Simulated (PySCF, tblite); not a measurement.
# CH5NOSi, a cluster model of a defect: NMR shifts, core binding energies and electronic excitations

Wanted: the NMR shifts, core binding energies and electronic excitations for `O[C]N[SiH3]`. It is drawn as: twofold C.

Programs: tblite 0.8.0 and PySCF 2.14.0. All values are calculated, for the isolated system unless a continuum is named. Atoms count from 0, parts from 1.

## (1) Starting point

9 atoms, charge 0, multiplicity 1; geometry: distance geometry start.

## (2) Geometry optimisation with GFN2-xTB

Job settings and geometry (Å):

```
{"job": {"kind": "relax", "xc": "GFN2-xTB", "basis": "xTB"}, "charge": 0, "multiplicity": 1}
C      0.294478    -1.586500    -0.999089
N      0.936061    -0.521497    -0.246203
Si     0.058262     1.069157    -0.200720
O     -0.452841    -2.418165    -1.814573
H      1.939657    -0.483232    -0.348378
H     -0.948791     1.100337    -1.200417
H      0.998040     2.100152    -0.414271
H     -0.558762     1.233638     1.073798
H     -1.295883    -2.178350    -2.232660
```

Method: GFN2-xTB geometry optimisation, gas phase.

Command:

```
OMP_NUM_THREADS=1 python cluster_run.py task.json out
```

The driver reads the jobs from task.json and runs them one after another.

The program printed:

```text
step      E/eV     max force
  0    -360.28870    5.406
  1    -361.09862    3.967
  2    -362.06616    2.660
  3    -362.37983    2.163
  4    -362.62551    2.329
  5    -362.79850    1.776
  6    -363.03937    1.977
  7    -363.20270    1.247
  8    -363.25206    0.908
  9    -363.33175    0.800
 10    -363.36509    0.927
 11    -363.46007    0.803
 12    -363.50341    0.577
 13    -363.52674    0.466
 14    -363.54855    0.455
 15    -363.57186    0.411
 16    -363.58965    0.428
 17    -363.60426    0.509
 18    -363.61927    0.515
 19    -363.63655    0.384
 20    -363.65149    0.298
 21    -363.65931    0.204
 22    -363.66355    0.214
 23    -363.66799    0.236
 24    -363.67326    0.292
 25    -363.67874    0.271
 26    -363.68288    0.192
 27    -363.68620    0.162
 28    -363.68943    0.171
 29    -363.69210    0.169
 30    -363.69310    0.072
 31    -363.69328    0.036
 32    -363.69337    0.030
 33    -363.69351    0.051
 34    -363.69369    0.057
 35    -363.69384    0.037
 36    -363.69396    0.034
 37    -363.69408    0.040
 38    -363.69430    0.071
 39    -363.69465    0.091
 40    -363.69510    0.075
 41    -363.69556    0.086
 42    -363.69608    0.103
 43    -363.69681    0.113
 44    -363.69785    0.150
 45    -363.69925    0.142
 46    -363.70097    0.168
 47    -363.70314    0.142
 48    -363.70570    0.179
 49    -363.70836    0.214
 50    -363.70778    0.233
 51    -363.71145    0.186
 52    -363.71249    0.153
 53    -363.71584    0.094
 54    -363.71748    0.130
 55    -363.71970    0.116
 56    -363.72110    0.107
 57    -363.72267    0.122
 58    -363.72418    0.149
 59    -363.72622    0.178
 60    -363.72861    0.171
 61    -363.73118    0.163
 62    -363.73230    0.072
 63    -363.73266    0.071
 64    -363.73288    0.046
 65    -363.73309    0.042
 66    -363.73372    0.061
 67    -363.73408    0.053
 68    -363.73444    0.044
 69    -363.73457    0.025
 70    -363.73466    0.022
 71    -363.73474    0.024
 72    -363.73483    0.020
 73    -363.73488    0.016
 74    -363.73490    0.011
 75    -363.73491    0.006
```

Run time: 0.92 s. Hardware: 1 thread of Arm Neoverse V2, shared host.

Along the way:

| step | energy from step 0 (eV) | largest force (eV/Å) |
| --- | --- | --- |
| 0 | 0.0000 | 5.4062 |
| 3 | -2.0911 | 2.1628 |
| 6 | -2.7507 | 1.9774 |
| 9 | -3.0430 | 0.8009 |
| 12 | -3.2147 | 0.5773 |
| 15 | -3.2832 | 0.4109 |
| 18 | -3.3306 | 0.5153 |
| 21 | -3.3706 | 0.2042 |
| 24 | -3.3846 | 0.2919 |
| 27 | -3.3975 | 0.1622 |
| 30 | -3.4044 | 0.0722 |
| 33 | -3.4048 | 0.0512 |
| 36 | -3.4053 | 0.0332 |
| 39 | -3.4060 | 0.0912 |
| 42 | -3.4074 | 0.1035 |
| 45 | -3.4106 | 0.1429 |
| 48 | -3.4170 | 0.1787 |
| 51 | -3.4228 | 0.1863 |
| 54 | -3.4288 | 0.1304 |
| 57 | -3.4340 | 0.1217 |
| 60 | -3.4399 | 0.1713 |
| 63 | -3.4440 | 0.0718 |
| 66 | -3.4450 | 0.0604 |
| 69 | -3.4459 | 0.0260 |
| 72 | -3.4461 | 0.0201 |
| 75 | -3.4462 | 0.0064 |

Distances of close pairs at the start and the end, largest changes first:

| bond | before (Å) | after (Å) | change (Å) |
| --- | --- | --- | --- |
| C0–N1 | 1.454 | 1.343 | -0.111 |
| C0–O3 | 1.384 | 1.294 | -0.089 |
| N1–Si2 | 1.817 | 1.767 | -0.050 |
| Si2–H5 | 1.419 | 1.466 | +0.047 |
| Si2–H6 | 1.411 | 1.456 | +0.045 |
| Si2–H7 | 1.426 | 1.466 | +0.041 |
| O3–H8 | 0.971 | 0.984 | +0.013 |
| N1–H4 | 1.010 | 1.010 | +0.001 |

## (3) Optimising the geometry at PBE0-D3(BJ)/def2-SVP

Job settings and geometry (Å):

```
{"job": {"xc": "PBE0", "basis": "def2-SVP", "d3": "d3bj", "grid": 2, "kind": "geom", "shake": 0.01}, "charge": 0, "multiplicity": 1}
C      0.576988    -1.663987    -0.355549
N      0.869061    -0.392121     0.008081
Si    -0.165088     1.032623     0.245404
O     -0.668140    -1.847773    -0.583066
H      1.861458    -0.272979     0.161810
H     -0.834681     1.368367    -1.001672
H      0.815360     2.061379     0.651698
H     -1.114087     0.760798     1.298692
H     -1.296624    -1.069455    -0.433946
```

The program printed:

```text
step   0  E = -459.99263437  max force = 0.044347
step   1  E = -459.99625595  max force = 0.015035
step   2  E = -459.99659976  max force = 0.004628
step   3  E = -459.99662261  max force = 0.001208
step   4  E = -459.99662714  max force = 0.000935
step   5  E = -459.99663020  max force = 0.000053
optimisation converged
```

Wall time 16 s (1 thread of Arm Neoverse V2, shared host); peak memory 0.44 GiB.

Step by step:

| step | energy from step 0 (eV) | largest force component (eV/Å) |
| --- | --- | --- |
| 0 | 0.0000 | 2.2804 |
| 1 | -0.0985 | 0.7731 |
| 2 | -0.1079 | 0.2380 |
| 3 | -0.1085 | 0.0621 |
| 4 | -0.1086 | 0.0481 |
| 5 | -0.1087 | 0.0027 |

Close pairs (by a distance rule), those that changed most:

| bond | before (Å) | after (Å) | change (Å) |
| --- | --- | --- | --- |
| Si2–H7 | 1.444 | 1.493 | +0.049 |
| Si2–H5 | 1.455 | 1.493 | +0.038 |
| C0–O3 | 1.279 | 1.314 | +0.035 |
| O3–H8 | 1.011 | 0.984 | -0.028 |
| N1–Si2 | 1.776 | 1.795 | +0.019 |
| C0–N1 | 1.355 | 1.345 | -0.010 |
| Si2–H6 | 1.478 | 1.486 | +0.008 |
| N1–H4 | 1.011 | 1.016 | +0.005 |

The end geometry stands in the next job.

| at the end point | value |
| --- | --- |
| point group (found at 0.08 Å tolerance) | Cs |
| rotational constants (GHz, main isotopes) | 14.764, 3.737, 3.090 |
| dipole moment (D) | 3.88 |

## (4) Shielding tensors: PBE0/pcSseg-2

Job settings and geometry (Å):

```
{"job": {"kind": "nmr", "xc": "PBE0", "basis": "pcSseg-2"}, "charge": 0, "multiplicity": 1}
C      0.577924    -1.697692    -0.382748
N      0.869514    -0.439728    -0.006299
Si    -0.146387     1.019549     0.242393
O     -0.700700    -1.894256    -0.612239
H      1.863552    -0.315610     0.164253
H     -0.861815     1.401407    -1.011175
H      0.812899     2.081871     0.642656
H     -1.163120     0.798425     1.313067
H     -1.279067    -1.108930    -0.483332
```

With the program's defaults for keys left out, this is: GIAO PBE0/pcSseg-2 NMR shielding, non-relativistic, gas phase.

The program printed:

```text
coarse grid: 7960 points
cycle   1  E = -460.2355253803  dE =  3.511e-01  |g| = 5.808e-01  |ddm| = 2.122e+00
cycle   2  E = -460.1596207658  dE =  7.590e-02  |g| = 8.655e-01  |ddm| = 9.137e-01
cycle   3  E = -460.2960578362  dE = -1.364e-01  |g| = 1.150e-01  |ddm| = 5.575e-01
cycle   4  E = -460.2981073193  dE = -2.049e-03  |g| = 4.981e-02  |ddm| = 8.453e-02
cycle   5  E = -460.2986129179  dE = -5.056e-04  |g| = 1.025e-02  |ddm| = 3.286e-02
cycle   6  E = -460.2986316522  dE = -1.873e-05  |g| = 3.584e-03  |ddm| = 8.086e-03
cycle   7  E = -460.2986346370  dE = -2.985e-06  |g| = 8.624e-04  |ddm| = 3.925e-03
final grid: 72200 points
cycle   8  E = -460.2998878613  dE = -4.812e-05  |g| = 8.052e-03  |ddm| = 2.210e-02
cycle   9  E = -460.2998654531  dE =  2.241e-05  |g| = 1.341e-02  |ddm| = 1.145e-02
cycle  10  E = -460.2999003234  dE = -3.487e-05  |g| = 1.034e-03  |ddm| = 7.004e-03
cycle  11  E = -460.2999005408  dE = -2.175e-07  |g| = 3.281e-04  |ddm| = 1.070e-03
cycle  12  E = -460.2999005665  dE = -2.569e-08  |g| = 6.844e-05  |ddm| = 3.411e-04
cycle  13  E = -460.2999005673  dE = -7.983e-10  |g| = 3.078e-05  |ddm| = 5.658e-05
converged SCF energy = -460.2999005673

GIAO shielding tensors (ppm)
atom      isotropic    diamagn.    paramagn.     s11        s22        s33       span
  0 C     -122.404     245.387    -367.792   -436.699    -40.443    109.928    546.627
  1 N      114.711     323.227    -208.515    -10.737    148.507    206.364    217.102
  2 Si     422.230     878.977    -456.748    401.484    412.437    452.768     51.284
  3 O       71.693     385.149    -313.456    -57.620     94.587    178.113    235.733
  4 H       24.830      31.711      -6.881     19.857     25.433     29.199      9.343
  5 H       26.359      29.563      -3.204     23.450     24.607     31.020      7.570
  6 H       27.120      29.021      -1.902     24.616     25.775     30.969      6.353
  7 H       26.379      29.550      -3.172     23.475     24.583     31.077      7.602
  8 H       24.226      33.782      -9.556     20.886     22.526     29.266      8.380
```

Wall time 15 s (1 thread of Arm Neoverse V2, shared host); peak memory 0.81 GiB.

Shifts follow as δ = σ(reference) − σ, with reference shieldings (ppm) from runs at the same level and on the same kind of geometry: 1H TMS 31.25, 13C TMS 184.1, 29Si TMS 341.3, 15N NH3 261.7, 17O H2O 328.2. The references are single molecules in the gas phase, so shifts against H2O, NH3, PH3, H3PO4 or CFCl3 are not on the usual liquid scales and can be off by tens of ppm. Atoms listed in one row are averaged.

| atoms | environment | σ (ppm) | δ (ppm) |
| --- | --- | --- | --- |
| C0 | carbon bonded to N, O | -122.4 | 306.5 |
| H8 | hydrogen on an oxygen bonded to C | 24.23 | 7.02 |
| H4 | hydrogen on a nitrogen bonded to C, Si | 24.83 | 6.42 |
| H5, H7 | hydrogen on a silicon bonded to N | 26.37 | 4.88 |
| H6 | hydrogen on a silicon bonded to N | 27.12 | 4.13 |
| N1 | nitrogen bonded to C, Si, H | 114.7 | 147.0 |
| Si2 | silicon bonded to N, 3 H | 422.2 | -80.9 |
| O3 | oxygen bonded to C, H | 71.7 | 256.5 |

The run also stored atomic charges by several schemes (e):

| atoms | Mulliken | IAO | Hirshfeld | ESP fit |
| --- | --- | --- | --- | --- |
| C0 | 0.10 | 0.04 | -0.07 | -0.55 |
| N1 | -0.46 | -0.57 | -0.21 | 0.22 |
| Si2 | 0.58 | 0.64 | 0.36 | 0.20 |
| O3 | -0.26 | -0.40 | -0.17 | -0.15 |

Mayer bond orders: C0–N1 1.29, N1–Si2 0.80, C0–O3 1.21.

## (5) Core holes by ΔSCF: SCAN, X2C

Same as in step 4 but for these lines:

```diff
@@ -1,2 +1,2 @@
-{"job": {"kind": "nmr", "xc": "PBE0", "basis": "pcSseg-2"}, "charge": 0, "multiplicity": 1}
+{"job": {"kind": "xps", "holes": 5}, "charge": 0, "multiplicity": 1}
 C      0.577924    -1.697692    -0.382748
```

With the program's defaults for keys left out, this is: delta-SCF UKS SCAN, pcX-2 on the ionised atom, pcseg-1 elsewhere, spin-free X2C.

The program printed:

```text
ground state, core basis on atom 0 (C), 116 functions
  cycle   1  E = -461.00703032  |g| = 5.63e-01
  cycle   2  E = -460.87453505  |g| = 9.67e-01
  cycle   3  E = -461.06740658  |g| = 1.55e-01
  cycle   4  E = -461.07148576  |g| = 7.22e-02
  cycle   5  E = -461.07270520  |g| = 1.15e-02
  cycle   6  E = -461.07273272  |g| = 5.08e-03
  cycle   7  E = -461.07273862  |g| = 1.79e-03
  cycle   8  E = -461.07273785  |g| = 3.31e-04
  E(ground) = -461.11253401 Eh
hole in C 1s of atom 0
  cycle   1  E = -449.76372047  |g| = 1.48e+00
  cycle   2  E = -447.44477965  |g| = 2.38e+00
  cycle   3  E = -450.11910710  |g| = 5.66e-01
  cycle   4  E = -450.28884511  |g| = 2.40e-01
  cycle   5  E = -450.28158313  |g| = 2.91e-01
  cycle   6  E = -450.31707614  |g| = 5.90e-02
  cycle   7  E = -450.31862544  |g| = 2.70e-02
  cycle   8  E = -450.31899577  |g| = 8.61e-03
  cycle   9  E = -450.31910263  |g| = 5.33e-03
  cycle  10  E = -450.31919086  |g| = 2.95e-03
  cycle  11  E = -450.31920403  |g| = 8.57e-04
  cycle  12  E = -450.31920595  |g| = 3.06e-04
  E(ion) = -450.35728273 Eh   <S^2> = 0.8282   hole on atom = 1.000   binding energy = 292.665 eV
ground state, core basis on atom 1 (N), 116 functions
  cycle   1  E = -461.08301036  |g| = 7.44e-02
  cycle   2  E = -461.08292007  |g| = 2.98e-02
  cycle   3  E = -461.08278625  |g| = 3.93e-02
  cycle   4  E = -461.08312043  |g| = 2.99e-03
  cycle   5  E = -461.08312080  |g| = 1.38e-03
  cycle   6  E = -461.08311928  |g| = 2.50e-04
  E(ground) = -461.12084799 Eh
hole in N 1s of atom 1
  cycle   1  E = -445.46327333  |g| = 1.87e+00
  cycle   2  E = -444.53608593  |g| = 2.25e+00
  cycle   3  E = -446.02774007  |g| = 6.08e-01
  cycle   4  E = -446.05529130  |g| = 5.43e-01
  cycle   5  E = -446.16783389  |g| = 7.74e-02
  cycle   6  E = -446.16991335  |g| = 2.66e-02
  cycle   7  E = -446.17027251  |g| = 5.69e-03
  cycle   8  E = -446.17029199  |g| = 1.33e-03
  cycle   9  E = -446.17029435  |g| = 4.23e-04
  E(ion) = -446.20602705 Eh   <S^2> = 0.7669   hole on atom = 1.000   binding energy = 405.853 eV
ground state, core basis on atom 2 (Si), 127 functions
  cycle   1  E = -461.16485626  |g| = 2.88e-01
  cycle   2  E = -461.16490558  |g| = 4.08e-02
  cycle   3  E = -461.16484395  |g| = 3.47e-02
  cycle   4  E = -461.16504597  |g| = 9.00e-03
  cycle   5  E = -461.16506961  |g| = 1.15e-03
  cycle   6  E = -461.16506884  |g| = 4.56e-04
  E(ground) = -461.16296915 Eh
hole in Si 2p of atom 2
  cycle   1  E = -456.86157439  |g| = 1.23e+00
  cycle   2  E = -455.78281427  |g| = 1.55e+00
  cycle   3  E = -456.68790960  |g| = 9.33e-01
  cycle   4  E = -457.15433102  |g| = 2.11e-01
  cycle   5  E = -457.16312628  |g| = 2.03e-01
  cycle   6  E = -457.18183384  |g| = 5.15e-02
  cycle   7  E = -457.18286141  |g| = 2.28e-02
  cycle   8  E = -457.18305345  |g| = 4.24e-03
  cycle   9  E = -457.18306257  |g| = 6.74e-04
  cycle  10  E = -457.18306329  |g| = 2.63e-04
  E(ion) = -457.19188144 Eh   <S^2> = 0.7538   hole on atom = 1.002   binding energy = 108.059 eV
  2p3/2 = 107.828 eV   2p1/2 = 108.452 eV
ground state, core basis on atom 3 (O), 116 functions
  cycle   1  E = -461.09689546  |g| = 9.93e-02
  cycle   2  E = -461.09616422  |g| = 7.67e-02
  cycle   3  E = -461.09640188  |g| = 6.79e-02
  cycle   4  E = -461.09723711  |g| = 8.12e-03
  cycle   5  E = -461.09725176  |g| = 2.69e-03
  cycle   6  E = -461.09725292  |g| = 2.98e-04
  E(ground) = -461.13526343 Eh
hole in O 1s of atom 3
  cycle   1  E = -440.44076837  |g| = 2.22e+00
  cycle   2  E = -439.23552455  |g| = 2.51e+00
  cycle   3  E = -441.02418716  |g| = 6.71e-01
  cycle   4  E = -440.99838811  |g| = 7.17e-01
  cycle   5  E = -441.24729622  |g| = 1.16e-01
  cycle   6  E = -441.25369203  |g| = 2.32e-02
  cycle   7  E = -441.25400476  |g| = 1.09e-02
  cycle   8  E = -441.25407624  |g| = 3.29e-03
  cycle   9  E = -441.25408282  |g| = 1.03e-03
  cycle  10  E = -441.25408444  |g| = 2.79e-04
  E(ion) = -441.29278208 Eh   <S^2> = 0.7631   hole on atom = 1.000   binding energy = 539.941 eV
```

Wall time 17 s (1 thread of Arm Neoverse V2, shared host); peak memory 0.46 GiB.

The holes in one table. −ε is the ground-state orbital energy:

| hole | stands for | environment | ΔSCF (eV; 2p as the shell's mean) | −ε (eV) | ⟨S²⟩ |
| --- | --- | --- | --- | --- | --- |
| C1s on C0 | C0 | carbon bonded to N, O | 292.67 | 275.3 | 0.828 |
| N1s on N1 | N1 | nitrogen bonded to C, Si, H | 405.85 | 386.9 | 0.767 |
| Si2p on Si2 | Si2 | silicon bonded to N, 3 H | 108.04 | 97.2 | 0.754 |
| O1s on O3 | O3 | oxygen bonded to C, H | 539.94 | 518.1 | 0.763 |

With the spin-orbit splitting: Si2 2p3/2 107.83, 2p1/2 108.45 eV. The table gives each 2p level as the mean over the whole 2p shell (two parts 2p3/2, one part 2p1/2), which differs a little from the single hole in the log.

## (6) Ultraviolet spectrum: CAM-B3LYP/def2-SVPD

Same as in step 5 but for these lines:

```diff
@@ -1,2 +1,2 @@
-{"job": {"kind": "xps", "holes": 5}, "charge": 0, "multiplicity": 1}
+{"job": {"kind": "uv", "xc": "CAM-B3LYP", "basis": "def2-SVPD", "nstates": 6, "ntriplets": 2, "ip": true}, "charge": 0, "multiplicity": 1}
 C      0.577924    -1.697692    -0.382748
```

With the program's defaults for keys left out, this is: TDDFT CAM-B3LYP/def2-SVPD, vertical, gas phase, core orbitals frozen in the response.

The program printed:

```text
coarse grid: 7960 points
cycle   1  E = -460.1282025225  dE =  3.384e-01  |g| = 5.451e-01  |ddm| = 3.532e+00
cycle   2  E = -460.1109314304  dE =  1.727e-02  |g| = 6.657e-01  |ddm| = 1.405e+00
cycle   3  E = -460.1906576196  dE = -7.973e-02  |g| = 8.088e-02  |ddm| = 5.691e-01
cycle   4  E = -460.1917992152  dE = -1.142e-03  |g| = 3.319e-02  |ddm| = 1.184e-01
cycle   5  E = -460.1920310726  dE = -2.319e-04  |g| = 9.109e-03  |ddm| = 5.263e-02
cycle   6  E = -460.1920516726  dE = -2.060e-05  |g| = 2.462e-03  |ddm| = 1.791e-02
cycle   7  E = -460.1920533718  dE = -1.699e-06  |g| = 6.998e-04  |ddm| = 5.716e-03
final grid: 72200 points
cycle   8  E = -460.2587865460  dE = -1.543e-05  |g| = 2.488e-03  |ddm| = 2.428e-02
cycle   9  E = -460.2587860652  dE =  4.809e-07  |g| = 3.043e-03  |ddm| = 6.887e-03
cycle  10  E = -460.2587879720  dE = -1.907e-06  |g| = 3.264e-04  |ddm| = 2.847e-03
cycle  11  E = -460.2587879910  dE = -1.903e-08  |g| = 1.689e-04  |ddm| = 6.139e-04
cycle  12  E = -460.2587879973  dE = -6.326e-09  |g| = 2.906e-05  |ddm| = 2.913e-04
cycle  13  E = -460.2587879975  dE = -1.814e-10  |g| = 1.014e-05  |ddm| = 5.418e-05
converged SCF energy = -460.2587879975

Static polarisability (au): isotropic 55.464, principal 44.276 54.778 67.338

Singlet excitations
state   eV       nm        f      main configurations
  1   4.6022    269.4   0.01363   H->L+2 0.89, H->L+5 0.10
  2   5.3717    230.8   0.04634   H->L 0.94
  3   6.1346    202.1   0.01296   H->L+3 0.89
  4   6.3992    193.7   0.07945   H->L+1 0.88
  5   6.9528    178.3   0.10877   H->L+4 0.85
  6   7.1185    174.2   0.00047   H-1->L 0.89

Triplet excitations (Tamm-Dancoff, eV): 2.8756 4.8806
Vertical ionisation energy (delta-SCF) = 8.6847 eV
```

Run time: 15 s. Hardware: 1 thread of Arm Neoverse V2, shared host; peak memory 0.59 GiB.

The orbitals next to the gap, with their largest atomic shares:

| orbital | eV | atoms |
| --- | --- | --- |
| HOMO−3 | -12.09 | Si2 33 %, H7 20 %, H5 19 % |
| HOMO−2 | -12.03 | Si2 40 %, H6 32 %, H5 10 % |
| HOMO−1 | -10.24 | N1 47 %, O3 20 %, Si2 10 % |
| HOMO | -7.72 | C0 63 %, O3 15 %, N1 12 % |
| LUMO | 0.45 | Si2 34 %, O3 15 %, H6 11 % |
| LUMO+1 | 0.94 | Si2 54 %, H7 13 %, H5 13 % |
| LUMO+2 | 0.98 | C0 35 %, Si2 20 %, N1 17 % |

With each of the 6 states as a Gaussian band of 0.4 eV half-width at 1/e, the curve within the window shown has maxima at 231 nm (ε 1,900), 181 nm (ε 5,100) L/(mol cm). Beyond the last state computed it falls off for lack of states. The curve at chosen wavelengths:

```csv
nm,ε (L/mol/cm)
167,1151
173,3460
178,4876
184,4924
190,4514
195,4038
201,2929
207,1753
212,1247
218,1300
224,1684
229,1895
235,1805
241,1439
247,1043
252,813
258,678
264,630
269,600
275,539
281,444
286,353
292,248
298,162
303,107
309,62
```

Further results of this job:

| property | computed |
| --- | --- |
| dipole moment (D) | 4.18 |
| polarisability (Å³) | 8.22 |
| HOMO–LUMO gap (eV) | 8.17 |
| −ε(HOMO) (eV) | 7.72 |

## (7) Summary of results

| quantity | value |
| --- | --- |
| point group | Cs |
| rotational constants (main isotopes) | 14.76, 3.74, 3.09 GHz |
| 13C shifts against TMS (PBE0/pcSseg-2) | 306.5 ppm |
| 1H shifts against TMS (PBE0/pcSseg-2, means over atoms taken as alike) | 7.02, 6.42, 4.88, 4.13 ppm |
| 15N shifts against NH3 (PBE0/pcSseg-2) | 147.0 ppm |
| 29Si shifts against TMS (PBE0/pcSseg-2) | -80.9 ppm |
| 17O shifts against H2O (PBE0/pcSseg-2) | 256.5 ppm |
| C1s binding energies, SCAN/pcX-2 | C0 292.67 eV |
| N1s binding energies, SCAN/pcX-2 | N1 405.85 eV |
| Si2p binding energies, SCAN/pcX-2 | Si2 108.04 eV |
| O1s binding energies, SCAN/pcX-2 | O3 539.94 eV |
| lowest singlet (CAM-B3LYP/def2-SVPD) | 4.60 eV (269 nm), f = 0.014 |
| brightest single state of those computed | state 5, 6.95 eV, f = 0.109 |
| lowest triplet | 2.88 eV |
| vertical ionisation energy (ΔSCF) | 8.68 eV |

In words: Over 5 steps the energy fell by 0.109 eV; of the close pairs, Si2–H7 changed most, 1.444 to 1.493 Å (PBE0/def2-SVP). At PBE0/pcSseg-2: The widest tensor belongs to C0: span 547 ppm, with a paramagnetic part of -368 ppm. The lowest singlet, at 4.60 eV, is HOMO→LUMO+2 0.89, HOMO→LUMO+5 0.10 and is weak; of the 6 states computed, the strongest absorption comes from state 5 at 6.95 eV. The lowest triplet lies 1.73 eV below the lowest singlet (triplets in Tamm-Dancoff, singlets in full TDDFT). ΔSCF puts the ionisation energy at 8.68 eV, 0.96 eV above −ε(HOMO).
